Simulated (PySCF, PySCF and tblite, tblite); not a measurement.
# C₂H₁₁BO₂Si₂: a scan of pyramidal angle

Aim: follow energy and NMR parameters of C₂H₁₁BO₂Si₂ (`O[BH2-][O+]1[SiH2]CC[SiH2]1`) along pyramidal angle.

Programs: PySCF 2.14.0 with density-fitted response routines of our own, and tblite 0.8.0. All values are computed, except where a source is named. Atoms count from 0 throughout.

### 1 The molecule as given

18 atoms, charge 0, multiplicity 1; geometry from: force field or distance geometry start.

Bonds of the start (Å): B1–H8 1.20, B1–H9 1.21, B1–O2 1.47, C4–C5 1.51, C4–H12 1.11, C4–H13 1.12, C5–H14 1.11, C5–H15 1.12, C5–Si6 1.87, O0–B1 1.49, O0–H7 0.99, O2–Si3 1.74, O2–Si6 1.74, Si3–C4 1.87, Si3–H10 1.46, Si3–H11 1.49, Si6–H16 1.48, Si6–H17 1.46.

### 2 GFN2-xTB relaxation, start minimum

The job: settings as JSON, then the geometry in Å.

```
{"job": {"xc": "GFN2-xTB", "basis": "xTB", "kind": "relax"}, "charge": 0, "multiplicity": 1}
O      2.948300    -0.625800     0.527900
B      1.736500     0.162400     0.886600
O      0.961300     0.477100    -0.326400
Si     0.218200    -0.964800    -0.943000
C     -1.630200    -0.713000    -0.910500
C     -1.899700     0.336300     0.139400
Si    -0.402300     1.457500     0.131200
H      3.394400    -0.837700     1.389300
H      2.123000     1.167300     1.412300
H      1.093400    -0.448200     1.714200
H      0.667000    -1.224200    -2.312500
H      0.533000    -2.152200    -0.104200
H     -2.167300    -1.656600    -0.679300
H     -1.941900    -0.334500    -1.916200
H     -2.824800     0.915900    -0.076000
H     -1.979200    -0.142500     1.152700
H     -0.237300     2.097900     1.454800
H     -0.601300     2.491200    -0.882700
```

Started as:

```sh
$ OMP_NUM_THREADS=1 python ens_run.py task.json out
```

This one command runs the whole study; its stages follow in the order run.

The log of the run:

```text
step      E/eV     max force
  0    -620.22634    3.042
  1    -620.60485    1.960
  2    -620.82542    1.000
  3    -620.92516    0.563
  4    -620.99035    0.531
  5    -621.02562    0.539
  6    -621.07071    0.463
  7    -621.11538    0.506
  8    -621.15421    0.512
  9    -621.18793    0.488
 10    -621.22637    0.493
 11    -621.26655    0.558
 12    -621.30431    0.548
 13    -621.33265    0.334
 14    -621.34936    0.249
 15    -621.36354    0.333
 16    -621.38438    0.534
 17    -621.41609    0.700
 18    -621.45243    0.682
 19    -621.48253    0.469
 20    -621.50903    0.432
 21    -621.53514    0.442
 22    -621.56565    0.638
 23    -621.59014    0.600
 24    -621.63564    0.320
 25    -621.66735    0.319
 26    -621.68490    0.314
 27    -621.71322    0.279
 28    -621.73227    0.353
 29    -621.75146    0.313
 30    -621.76737    0.305
 31    -621.78136    0.308
 32    -621.79697    0.320
 33    -621.81451    0.293
 34    -621.82528    0.278
 35    -621.83316    0.287
 36    -621.84051    0.253
 37    -621.85054    0.278
 38    -621.86556    0.353
 39    -621.88068    0.502
 40    -621.89253    0.270
 41    -621.89933    0.227
 42    -621.90351    0.172
 43    -621.90814    0.155
 44    -621.91255    0.288
 45    -621.91652    0.257
 46    -621.92128    0.262
 47    -621.92696    0.147
 48    -621.93080    0.110
 49    -621.93435    0.153
 50    -621.93832    0.183
 51    -621.94372    0.208
 52    -621.95007    0.162
 53    -621.95602    0.170
 54    -621.96074    0.161
 55    -621.96486    0.158
 56    -621.96956    0.221
 57    -621.97520    0.189
 58    -621.98057    0.215
 59    -621.98483    0.156
 60    -621.98726    0.127
 61    -621.99117    0.175
 62    -621.99592    0.177
 63    -622.00066    0.249
 64    -622.00453    0.187
 65    -622.00747    0.100
 66    -622.00957    0.092
 67    -622.01147    0.132
 68    -622.01337    0.117
 69    -622.01578    0.095
 70    -622.01784    0.094
 71    -622.01965    0.085
 72    -622.02115    0.082
 73    -622.02253    0.079
 74    -622.02377    0.079
 75    -622.02498    0.067
 76    -622.02592    0.076
 77    -622.02647    0.043
 78    -622.02678    0.040
 79    -622.02702    0.037
 80    -622.02725    0.043
 81    -622.02749    0.041
 82    -622.02772    0.043
 83    -622.02793    0.031
 84    -622.02809    0.025
 85    -622.02821    0.020
 86    -622.02834    0.032
 87    -622.02850    0.029
 88    -622.02866    0.029
 89    -622.02880    0.029
 90    -622.02892    0.024
 91    -622.02905    0.027
 92    -622.02920    0.032
 93    -622.02936    0.037
 94    -622.02954    0.031
 95    -622.02973    0.035
 96    -622.02994    0.034
 97    -622.03014    0.043
 98    -622.03033    0.043
 99    -622.03049    0.028
100    -622.03062    0.026
101    -622.03073    0.022
102    -622.03083    0.028
103    -622.03095    0.035
104    -622.03109    0.034
105    -622.03123    0.031
106    -622.03133    0.025
107    -622.03142    0.024
108    -622.03149    0.029
109    -622.03156    0.023
110    -622.03162    0.015
111    -622.03166    0.015
112    -622.03170    0.016
113    -622.03172    0.016
114    -622.03175    0.012
115    -622.03177    0.010
116    -622.03178    0.011
117    -622.03180    0.012
118    -622.03181    0.010
119    -622.03182    0.008
120    -622.03183    0.005
121    -622.03184    0.007
122    -622.03184    0.007
123    -622.03185    0.004
124    -622.03185    0.003
```

Wall time 0.9 s (1 thread of INTEL XEON PLATINUM 8581C at 2.30GHz, shared host).

The energy fell by 1.806 eV, and the atoms moved 0.74 Å (root mean square).

### 3 Relaxed scan, pyramidal angle

The job: settings as JSON, then the geometry in Å.

```
{"job": {"xc": "GFN2-xTB", "basis": "xTB", "coordinate": [["t", [6, 1, 3, 2], 0.3333333333333333], ["t", [1, 3, 6, 2], 0.3333333333333333], ["t", [3, 6, 1, 2], 0.3333333333333333]], "kind": "drive"}, "charge": 0, "multiplicity": 1}
O      2.319650    -0.937488     0.213321
B      2.019663     0.420350     0.768849
O      0.558367     0.434734     0.310555
Si     0.412111    -1.082528    -0.501640
C     -1.395071    -0.672349    -1.049806
C     -2.055202     0.287129    -0.048629
Si    -0.699074     1.478982     0.537463
H      2.722759    -1.542868     0.833439
H      2.618075     1.274848     0.199446
H      2.077761     0.465006     1.958541
H      1.111731    -1.133652    -1.782258
H      0.212962    -2.176315     0.457840
H     -1.997804    -1.572475    -1.165431
H     -1.384144    -0.194159    -2.030605
H     -2.918294     0.789985    -0.484634
H     -2.431194    -0.284772     0.802820
H     -0.726790     1.813744     1.959071
H     -0.454265     2.638145    -0.320843
```

The log of the run:

```text
point  coordinate     E/eV
  0      2.400     -622.03181
  1      3.100     -622.03171
```

It took 0.16 s on 1 thread of INTEL XEON PLATINUM 8581C at 2.30GHz, shared host.

### 4 Relaxed scan, pyramidal angle

job is that of step 3.

The log of the run:

```text
point  coordinate     E/eV
  0      1.700     -622.03172
  1      0.900     -622.03141
  2      0.100     -622.03093
  3     -0.700     -622.03023
  4     -1.500     -622.02928
  5     -2.200     -622.02837
  6     -2.900     -622.02732
```

It took 0.61 s on 1 thread of INTEL XEON PLATINUM 8581C at 2.30GHz, shared host.

The highest point is number 6, 0.1 kcal/mol above the first.

### 5 Shieldings, coordinate held at -2.9: BHandHLYP/pcSseg-1 in water

The job: settings as JSON, then the geometry in Å.

```
{"job": {"kind": "nmr", "xc": "BHandHLYP", "basis": "pcSseg-1", "solvent": "water", "every": 1, "pop": false}, "charge": 0, "multiplicity": 1}
O      2.326986    -0.933639     0.203004
B      2.017505     0.413595     0.777527
O      0.538304     0.399795     0.377162
Si     0.408068    -1.083689    -0.498025
C     -1.398112    -0.668715    -1.049272
C     -2.059571     0.294133    -0.051975
Si    -0.699396     1.478878     0.537975
H      2.730790    -1.543648     0.818272
H      2.575371     1.282682     0.190451
H      2.119098     0.453234     1.963822
H      1.106532    -1.109684    -1.780401
H      0.219128    -2.194568     0.443114
H     -2.002753    -1.567580    -1.165459
H     -1.383693    -0.192013    -2.031048
H     -2.920616     0.797977    -0.491022
H     -2.438161    -0.275542     0.799874
H     -0.747914     1.845804     1.950968
H     -0.424998     2.614348    -0.342113
```

The log of the run:

```text
coarse grid: 15504 points
cycle   1  E = -836.8775033048  dE =  1.024e+00  |g| = 7.610e-01  |ddm| = 3.701e+00
cycle   2  E = -836.8783431126  dE = -8.398e-04  |g| = 7.954e-01  |ddm| = 1.105e+00
cycle   3  E = -836.9875728208  dE = -1.092e-01  |g| = 6.232e-02  |ddm| = 6.271e-01
cycle   4  E = -836.9882611238  dE = -6.883e-04  |g| = 2.678e-02  |ddm| = 7.701e-02
cycle   5  E = -836.9884182542  dE = -1.571e-04  |g| = 5.755e-03  |ddm| = 2.456e-02
cycle   6  E = -836.9884255757  dE = -7.321e-06  |g| = 1.429e-03  |ddm| = 6.120e-03
final grid: 138984 points
cycle   7  E = -837.0293601860  dE = -2.278e-05  |g| = 3.547e-03  |ddm| = 1.400e-02
cycle   8  E = -837.0293604799  dE = -2.939e-07  |g| = 3.565e-03  |ddm| = 5.960e-03
cycle   9  E = -837.0293629953  dE = -2.515e-06  |g| = 3.138e-04  |ddm| = 2.605e-03
cycle  10  E = -837.0293630123  dE = -1.697e-08  |g| = 1.702e-04  |ddm| = 4.247e-04
cycle  11  E = -837.0293630186  dE = -6.303e-09  |g| = 4.377e-05  |ddm| = 1.898e-04
cycle  12  E = -837.0293630190  dE = -4.327e-10  |g| = 7.556e-06  |ddm| = 4.525e-05
converged SCF energy = -837.0293630190

GIAO shielding tensors (ppm)
atom      isotropic    diamagn.    paramagn.     s11        s22        s33       span
  0 O      260.522     397.924    -137.402    179.591    229.333    372.642    193.051
  1 B      104.760     182.002     -77.241     93.600    105.779    114.902     21.302
  2 O      291.868     410.442    -118.574    237.782    305.509    332.314     94.532
  3 Si     415.908     873.380    -457.472    342.251    404.545    500.927    158.676
  4 C      174.458     255.499     -81.041    170.856    174.339    178.179      7.324
  5 C      178.246     252.504     -74.258    162.995    180.108    191.636     28.641
  6 Si     371.166     878.963    -507.797    345.888    362.562    405.049     59.161
  7 H       28.545      30.889      -2.345     20.511     23.327     41.795     21.284
  8 H       28.879      30.189      -1.310     25.548     28.549     32.540      6.991
  9 H       28.797      30.678      -1.881     25.646     28.570     32.173      6.527
 10 H       26.498      29.091      -2.593     20.883     27.392     31.220     10.337
 11 H       26.777      29.736      -2.959     21.434     26.900     31.998     10.565
 12 H       31.252      31.354      -0.102     26.569     28.943     38.244     11.676
 13 H       31.469      32.765      -1.296     26.920     29.115     38.374     11.454
 14 H       30.587      29.465       1.122     25.253     27.792     38.715     13.462
 15 H       30.579      31.318      -0.739     26.133     27.825     37.778     11.645
 16 H       27.257      29.374      -2.117     23.781     25.058     32.932      9.151
 17 H       27.344      29.549      -2.204     23.652     24.988     33.392      9.740
```

Wall time 25 s (1 thread of INTEL XEON PLATINUM 8581C at 2.30GHz, shared host); peak memory 0.95 GiB.

Key values: HOMO -8.59 eV, LUMO 1.23 eV; dipole 2.97 D.

### 6 Shieldings, coordinate held at 0.1: BHandHLYP/pcSseg-1 in water

The job: settings as JSON, then the geometry in Å.

```
{"job": {"kind": "nmr", "xc": "BHandHLYP", "basis": "pcSseg-1", "solvent": "water", "every": 1, "pop": false}, "charge": 0, "multiplicity": 1}
O      2.323067    -0.935789     0.205522
B      2.020957     0.418079     0.768544
O      0.550527     0.421391     0.336864
Si     0.409773    -1.082223    -0.501043
C     -1.397479    -0.671902    -1.049215
C     -2.056525     0.290391    -0.050142
Si    -0.698885     1.481083     0.534432
H      2.726749    -1.542631     0.823851
H      2.601863     1.278130     0.189663
H      2.098710     0.462023     1.956951
H      1.107855    -1.122594    -1.782983
H      0.215770    -2.178694     0.455798
H     -2.002126    -1.571116    -1.162353
H     -1.387031    -0.195756    -2.031133
H     -2.919334     0.792032    -0.487979
H     -2.431604    -0.279482     0.803109
H     -0.732399     1.828601     1.952675
H     -0.443469     2.630027    -0.334734
```

The log of the run:

```text
coarse grid: 15504 points
cycle   1  E = -836.8776811354  dE =  1.026e+00  |g| = 7.609e-01  |ddm| = 3.702e+00
cycle   2  E = -836.8784754730  dE = -7.943e-04  |g| = 7.954e-01  |ddm| = 1.106e+00
cycle   3  E = -836.9877181730  dE = -1.092e-01  |g| = 6.231e-02  |ddm| = 6.279e-01
cycle   4  E = -836.9884053693  dE = -6.872e-04  |g| = 2.685e-02  |ddm| = 7.706e-02
cycle   5  E = -836.9885632666  dE = -1.579e-04  |g| = 5.745e-03  |ddm| = 2.459e-02
cycle   6  E = -836.9885705465  dE = -7.280e-06  |g| = 1.429e-03  |ddm| = 6.120e-03
final grid: 138984 points
cycle   7  E = -837.0294477852  dE = -2.271e-05  |g| = 3.542e-03  |ddm| = 1.399e-02
cycle   8  E = -837.0294480831  dE = -2.979e-07  |g| = 3.556e-03  |ddm| = 5.929e-03
cycle   9  E = -837.0294505910  dE = -2.508e-06  |g| = 3.109e-04  |ddm| = 2.613e-03
cycle  10  E = -837.0294506076  dE = -1.659e-08  |g| = 1.688e-04  |ddm| = 4.218e-04
cycle  11  E = -837.0294506138  dE = -6.160e-09  |g| = 4.366e-05  |ddm| = 1.877e-04
cycle  12  E = -837.0294506142  dE = -4.313e-10  |g| = 7.546e-06  |ddm| = 4.497e-05
converged SCF energy = -837.0294506142

GIAO shielding tensors (ppm)
atom      isotropic    diamagn.    paramagn.     s11        s22        s33       span
  0 O      260.664     397.990    -137.326    180.218    228.184    373.591    193.373
  1 B      104.703     182.007     -77.304     93.429    105.837    114.843     21.414
  2 O      292.395     410.523    -118.128    237.135    306.744    333.306     96.172
  3 Si     416.138     873.343    -457.205    341.892    404.714    501.809    159.916
  4 C      174.386     255.455     -81.070    170.780    174.402    177.976      7.195
  5 C      178.451     252.536     -74.085    163.088    180.235    192.032     28.943
  6 Si     370.888     878.962    -508.074    345.252    362.414    404.999     59.747
  7 H       28.588      30.914      -2.326     20.535     23.342     41.887     21.351
  8 H       28.858      30.178      -1.320     25.545     28.488     32.541      6.996
  9 H       28.798      30.690      -1.892     25.651     28.598     32.146      6.495
 10 H       26.516      29.080      -2.563     20.926     27.345     31.278     10.352
 11 H       26.772      29.745      -2.973     21.399     26.964     31.952     10.553
 12 H       31.268      31.362      -0.094     26.570     28.960     38.273     11.703
 13 H       31.477      32.762      -1.285     26.926     29.126     38.379     11.453
 14 H       30.580      29.467       1.113     25.248     27.788     38.705     13.457
 15 H       30.576      31.318      -0.743     26.117     27.824     37.786     11.669
 16 H       27.250      29.393      -2.143     23.785     25.077     32.889      9.104
 17 H       27.336      29.524      -2.187     23.618     24.974     33.416      9.798
```

It took 24 s on 1 thread of INTEL XEON PLATINUM 8581C at 2.30GHz, shared host; peak memory 1 GiB.

This run: HOMO -8.59 eV, LUMO 1.22 eV; dipole 2.99 D.

### 7 Shieldings, coordinate held at 3.1: BHandHLYP/pcSseg-1 in water

The job: settings as JSON, then the geometry in Å.

```
{"job": {"kind": "nmr", "xc": "BHandHLYP", "basis": "pcSseg-1", "solvent": "water", "every": 1, "pop": false}, "charge": 0, "multiplicity": 1}
O      2.319454    -0.938090     0.214426
B      2.021200     0.421850     0.766131
O      0.562631     0.440078     0.300301
Si     0.411588    -1.082224    -0.501726
C     -1.396148    -0.672567    -1.049889
C     -2.054474     0.288850    -0.049405
Si    -0.696649     1.480549     0.533553
H      2.728857    -1.540529     0.833420
H      2.625357     1.273849     0.198966
H      2.074181     0.467251     1.956220
H      1.111576    -1.134956    -1.781753
H      0.212505    -2.173425     0.460346
H     -1.999820    -1.572378    -1.163798
H     -1.386563    -0.195275    -2.031161
H     -2.916745     0.792789    -0.485902
H     -2.431818    -0.281703     0.802314
H     -0.725683     1.815205     1.955324
H     -0.454252     2.638592    -0.327341
```

The log of the run:

```text
coarse grid: 15504 points
cycle   1  E = -836.8779657839  dE =  1.026e+00  |g| = 7.605e-01  |ddm| = 3.702e+00
cycle   2  E = -836.8787925386  dE = -8.268e-04  |g| = 7.948e-01  |ddm| = 1.106e+00
cycle   3  E = -836.9878618871  dE = -1.091e-01  |g| = 6.230e-02  |ddm| = 6.281e-01
cycle   4  E = -836.9885490052  dE = -6.871e-04  |g| = 2.684e-02  |ddm| = 7.709e-02
cycle   5  E = -836.9887069967  dE = -1.580e-04  |g| = 5.701e-03  |ddm| = 2.457e-02
cycle   6  E = -836.9887142026  dE = -7.206e-06  |g| = 1.419e-03  |ddm| = 6.115e-03
final grid: 138984 points
cycle   7  E = -837.0295328473  dE = -2.266e-05  |g| = 3.527e-03  |ddm| = 1.411e-02
cycle   8  E = -837.0295331627  dE = -3.153e-07  |g| = 3.526e-03  |ddm| = 5.903e-03
cycle   9  E = -837.0295356485  dE = -2.486e-06  |g| = 3.079e-04  |ddm| = 2.616e-03
cycle  10  E = -837.0295356647  dE = -1.622e-08  |g| = 1.674e-04  |ddm| = 4.193e-04
cycle  11  E = -837.0295356707  dE = -6.010e-09  |g| = 4.362e-05  |ddm| = 1.852e-04
cycle  12  E = -837.0295356711  dE = -4.277e-10  |g| = 7.513e-06  |ddm| = 4.484e-05
converged SCF energy = -837.0295356711

GIAO shielding tensors (ppm)
atom      isotropic    diamagn.    paramagn.     s11        s22        s33       span
  0 O      261.193     398.025    -136.833    180.666    227.892    375.021    194.354
  1 B      104.710     181.952     -77.243     93.334    105.972    114.823     21.489
  2 O      292.712     410.504    -117.792    236.241    307.806    334.088     97.847
  3 Si     416.346     873.301    -456.955    341.988    405.194    501.855    159.866
  4 C      174.351     255.403     -81.052    170.828    174.472    177.753      6.925
  5 C      178.698     252.553     -73.855    163.383    180.346    192.364     28.981
  6 Si     370.536     878.942    -508.406    344.186    362.118    405.304     61.118
  7 H       28.637      30.918      -2.281     20.545     23.334     42.030     21.485
  8 H       28.843      30.158      -1.315     25.550     28.437     32.543      6.993
  9 H       28.809      30.686      -1.877     25.656     28.640     32.129      6.473
 10 H       26.544      29.075      -2.531     20.981     27.300     31.353     10.372
 11 H       26.762      29.709      -2.946     21.358     27.012     31.917     10.559
 12 H       31.282      31.360      -0.078     26.574     28.968     38.305     11.731
 13 H       31.476      32.753      -1.277     26.922     29.125     38.380     11.458
 14 H       30.578      29.464       1.114     25.265     27.768     38.700     13.435
 15 H       30.576      31.308      -0.732     26.107     27.817     37.804     11.698
 16 H       27.230      29.371      -2.141     23.780     25.078     32.833      9.053
 17 H       27.341      29.513      -2.172     23.592     24.978     33.454      9.862
```

Wall time 24 s (1 thread of INTEL XEON PLATINUM 8581C at 2.30GHz, shared host); peak memory 0.95 GiB.

This run: HOMO -8.59 eV, LUMO 1.23 eV; dipole 3.00 D.

### 8 Shieldings, coordinate held at -1.5: BHandHLYP/pcSseg-1 in water

The job: settings as JSON, then the geometry in Å.

```
{"job": {"kind": "nmr", "xc": "BHandHLYP", "basis": "pcSseg-1", "solvent": "water", "every": 1, "pop": false}, "charge": 0, "multiplicity": 1}
O      2.323808    -0.932598     0.202501
B      2.018213     0.417840     0.771410
O      0.542698     0.411536     0.356677
Si     0.409961    -1.081283    -0.502011
C     -1.397821    -0.672130    -1.049523
C     -2.058664     0.289458    -0.050852
Si    -0.701790     1.480415     0.534563
H      2.728115    -1.541498     0.818391
H      2.586319     1.281972     0.186130
H      2.110261     0.460470     1.958674
H      1.108046    -1.112356    -1.784566
H      0.220396    -2.186110     0.445852
H     -1.999971    -1.572975    -1.162458
H     -1.387645    -0.197866    -2.032293
H     -2.922018     0.789981    -0.488810
H     -2.432399    -0.281844     0.802119
H     -0.742209     1.836264     1.950451
H     -0.438633     2.624551    -0.338776
```

The log of the run:

```text
coarse grid: 15504 points
cycle   1  E = -836.8775880268  dE =  1.026e+00  |g| = 7.609e-01  |ddm| = 3.702e+00
cycle   2  E = -836.8784199205  dE = -8.319e-04  |g| = 7.953e-01  |ddm| = 1.105e+00
cycle   3  E = -836.9876163400  dE = -1.092e-01  |g| = 6.232e-02  |ddm| = 6.272e-01
cycle   4  E = -836.9883040530  dE = -6.877e-04  |g| = 2.684e-02  |ddm| = 7.706e-02
cycle   5  E = -836.9884618023  dE = -1.577e-04  |g| = 5.765e-03  |ddm| = 2.459e-02
cycle   6  E = -836.9884691175  dE = -7.315e-06  |g| = 1.435e-03  |ddm| = 6.123e-03
final grid: 138984 points
cycle   7  E = -837.0293792194  dE = -2.276e-05  |g| = 3.550e-03  |ddm| = 1.402e-02
cycle   8  E = -837.0293795088  dE = -2.894e-07  |g| = 3.571e-03  |ddm| = 5.948e-03
cycle   9  E = -837.0293820285  dE = -2.520e-06  |g| = 3.125e-04  |ddm| = 2.611e-03
cycle  10  E = -837.0293820453  dE = -1.679e-08  |g| = 1.694e-04  |ddm| = 4.231e-04
cycle  11  E = -837.0293820516  dE = -6.239e-09  |g| = 4.367e-05  |ddm| = 1.889e-04
cycle  12  E = -837.0293820520  dE = -4.377e-10  |g| = 7.563e-06  |ddm| = 4.501e-05
converged SCF energy = -837.0293820520

GIAO shielding tensors (ppm)
atom      isotropic    diamagn.    paramagn.     s11        s22        s33       span
  0 O      260.471     397.986    -137.516    179.807    228.603    373.002    193.195
  1 B      104.727     182.013     -77.286     93.510    105.800    114.871     21.361
  2 O      292.035     410.483    -118.448    237.415    306.004    332.686     95.271
  3 Si     416.174     873.353    -457.179    342.039    404.822    501.661    159.622
  4 C      174.434     255.487     -81.053    170.833    174.372    178.098      7.265
  5 C      178.338     252.510     -74.172    163.015    180.242    191.757     28.742
  6 Si     371.081     878.958    -507.878    345.776    362.407    405.059     59.283
  7 H       28.561      30.911      -2.349     20.519     23.330     41.835     21.315
  8 H       28.867      30.185      -1.318     25.543     28.516     32.543      7.000
  9 H       28.793      30.679      -1.886     25.648     28.577     32.154      6.506
 10 H       26.508      29.083      -2.575     20.906     27.366     31.252     10.346
 11 H       26.776      29.754      -2.977     21.408     26.951     31.971     10.563
 12 H       31.268      31.368      -0.100     26.582     28.956     38.266     11.683
 13 H       31.481      32.763      -1.282     26.932     29.124     38.385     11.453
 14 H       30.583      29.459       1.124     25.245     27.795     38.709     13.463
 15 H       30.572      31.315      -0.743     26.115     27.823     37.777     11.661
 16 H       27.258      29.391      -2.133     23.788     25.071     32.916      9.128
 17 H       27.333      29.520      -2.186     23.633     24.973     33.394      9.762
```

It took 24 s on 1 thread of INTEL XEON PLATINUM 8581C at 2.30GHz, shared host; peak memory 0.96 GiB.

This run: HOMO -8.59 eV, LUMO 1.22 eV; dipole 2.97 D.

(Part 1 of 2 ends here.)
